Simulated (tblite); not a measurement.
# C5H10OSi3: the cost of one run

Programs: tblite 0.8.0 and PySCF 2.14.0, with density-fitted response routines of our own. Each step states its level of theory. These are calculated values for one molecule in the gas phase, unless marked as measured. Atoms are numbered from 0 throughout.

## 1. The molecule as given

19 atoms, charge 0, multiplicity 1; geometry from: force field or distance geometry start.

Bonds of the start (Å): C0–C1 1.18, C1–Si2 1.82, Si2–C3 1.86, C3–C4 1.33, C4–C5 1.50, C5–Si6 1.85, C4–Si7 1.83, Si7–O8 1.72, O8–Si2 1.74, C0–H9 1.08, Si2–H10 1.46, C3–H11 1.08, C5–H12 1.12, C5–H13 1.12, Si6–H14 1.49, Si6–H15 1.48, Si6–H16 1.45, Si7–H17 1.46, Si7–H18 1.48.

## 2. Relaxing the molecule with GFN2-xTB

Job settings and geometry (Å):

```
{"job": {"kind": "relax", "xc": "GFN2-xTB", "basis": "xTB"}, "charge": 0, "multiplicity": 1}
C     -4.302500     1.052500    -1.071500
C     -3.434800     0.429900    -0.558000
Si    -2.102700    -0.499000     0.259100
C     -0.720100     0.601400     0.825500
C      0.431800    -0.035100     0.655200
C      1.791300     0.504000     0.981300
Si     2.921300     0.640200    -0.482600
Si     0.197300    -1.694200    -0.086700
O     -1.296800    -1.500500    -0.908400
H     -5.110400     1.600300    -1.533400
H     -2.634900    -1.345700     1.317700
H     -0.855600     1.582200     1.256800
H      1.731400     1.516500     1.467600
H      2.298800    -0.136300     1.744100
H      3.759300     1.848200    -0.244700
H      3.854700    -0.506600    -0.508500
H      2.237700     0.751000    -1.757500
H      1.273200    -2.104200    -0.992500
H     -0.048600    -2.695300     0.969000
```

Run with:

```
> OMP_NUM_THREADS=1 python probes_run.py task.json out
```

The driver reads the jobs from task.json and runs them one after another.

**Question.** How long does this first job take on 1 thread of Arm Neoverse N1, shared host, and how much memory does it need?

About 3.1 s, with a peak of 0.18 GiB.
